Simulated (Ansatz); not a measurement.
**CH5BFN: up Jacob's ladder to CCSD(T)**

The task here is to estimate one member of a computed series from the others.

The runs use Ansatz 0.2.0, Gaussian basis; functionals in def2-TZVPP, the program's frozen cores in correlated methods.

Levels to be run: LDA (SPW92), PBE-D4, revPBE-D4, BLYP-D4, r2SCAN-D4, B97M-V, PBE0-D4, B3LYP-D4, r2SCANh-D4, r2SCAN0-D4, HSE06-D4, BHLYP-D4, CAM-B3LYP-D4, LC-ωPBE, ωB97X-V, ωB97M-V, B2PLYP, PBE-QIDH; CCSD(T)/def2-SVP; CCSD(T)/def2-TZVPP; CCSD(T)/def2-QZVPP; extrapolation to the limit; RPA on PBE.

## The relaxed structure

The geometry comes from an earlier relaxation with PBE0-D4 in a triple-zeta def2 set; it is a stationary point, not always the lowest conformer.

SMILES `CB(N)F`, 9 atoms, charge 0, spin multiplicity 1.

Atoms are counted from 1 here; the program's logs count them from 0.

Bond lengths: C1–B2 1.566 Å, C1–H5 1.094 Å, C1–H6 1.091 Å, C1–H7 1.094 Å, B2–N3 1.396 Å, B2–F4 1.347 Å, N3–H8 1.006 Å, N3–H9 1.003 Å. Angles: B2–C1–H5 110.2°, B2–C1–H6 113.8°, B2–C1–H7 110.2°, H5–C1–H6 108.1°, H5–C1–H7 106.2°, H6–C1–H7 108.1°, C1–B2–N3 124.5°, C1–B2–F4 118.6°, N3–B2–F4 116.9°, B2–N3–H8 122.4°, B2–N3–H9 123.0°, H8–N3–H9 114.6°.

Set-up of the first run:

Contents of in.yaml:

```yaml
crystal:
  periodic: [false, false, false]
  atoms:
    - {symbol: C, position_ang: [-0.428412, 0.964700, -0.538980]}
    - {symbol: B, position_ang: [0.098211, -0.482266, -0.251414]}
    - {symbol: N, position_ang: [0.546175, -0.928062, 0.993805]}
    - {symbol: F, position_ang: [0.128524, -1.370898, -1.263783]}
    - {symbol: H, position_ang: [0.176615, 1.438372, -1.318136]}
    - {symbol: H, position_ang: [-0.424046, 1.616293, 0.336622]}
    - {symbol: H, position_ang: [-1.450389, 0.924323, -0.927963]}
    - {symbol: H, position_ang: [0.878707, -1.865227, 1.143736]}
    - {symbol: H, position_ang: [0.563114, -0.343534, 1.809012]}
basis:
  gaussian: {orbitals: def2-TZVPP}
hamiltonian: {xc: lda}
output: {orbitals: {seedname: orbitals}}
```

The run is started by

```bash
$ ansatz run in.yaml --threads 2 --pin off --events-out ev --progress --plain --max-ram 22528MiB --backend cpu
```

Steps of the session up to this table: LDA; PBE-D4 (GGA); revPBE-D4 (GGA); BLYP-D4 (GGA); r2SCAN-D4 (meta-GGA); B97M-V (meta-GGA); PBE0-D4 (hybrid); B3LYP-D4 (hybrid); r2SCANh-D4 (hybrid); r2SCAN0-D4 (hybrid); HSE06-D4 (hybrid); BHLYP-D4 (hybrid); CAM-B3LYP-D4 (range-separated); LC-ωPBE (range-separated); ωB97X-V (range-separated); ωB97M-V (range-separated); B2PLYP (double hybrid); PBE-QIDH (double hybrid).

One of the session's tables, all rows but one given; the rest of the session is left out.

It belongs to the step «Orbital energies across the functionals». 

| functional | HOMO (eV) | LUMO (eV) | gap (eV) |
| --- | --- | --- | --- |
| LDA (SPW92) | -7.00 | -0.05 | 6.95 |
| PBE-D4 | -6.82 | 0.03 | 6.85 |
| revPBE-D4 | -6.75 | 0.07 | 6.82 |
| BLYP-D4 | -6.70 | -0.02 | 6.68 |
| r2SCAN-D4 | -7.11 | 0.85 | 7.97 |
| B97M-V | -7.17 | 0.22 | 7.39 |
| PBE0-D4 | -8.28 | 0.79 | 9.07 |
| B3LYP-D4 | ? | ? | ? |
| r2SCANh-D4 | -7.67 | 1.05 | 8.72 |
| r2SCAN0-D4 | -8.50 | 1.33 | 9.83 |
| HSE06-D4 | -7.87 | 0.43 | 8.31 |
| BHLYP-D4 | -9.66 | 1.29 | 10.95 |
| CAM-B3LYP-D4 | -9.76 | 1.46 | 11.22 |
| LC-ωPBE | -11.19 | 2.74 | 13.93 |
| ωB97X-V | -10.78 | 2.54 | 13.32 |
| ωB97M-V | -10.69 | 2.02 | 12.71 |

Q: Estimate the row for B3LYP-D4 from the others.

Worked estimate for «HOMO (eV)». Against the share of exact exchange, BLYP-D4 (0, -6.70), BHLYP-D4 (0.5, -9.66) give a slope of -5.92 per unit share; at 0.2 the line stands at -7.88.

The run gave: HOMO (eV): -8.04; LUMO (eV): 0.43; gap (eV): 8.47. In «HOMO (eV)» the line misses by +0.16.
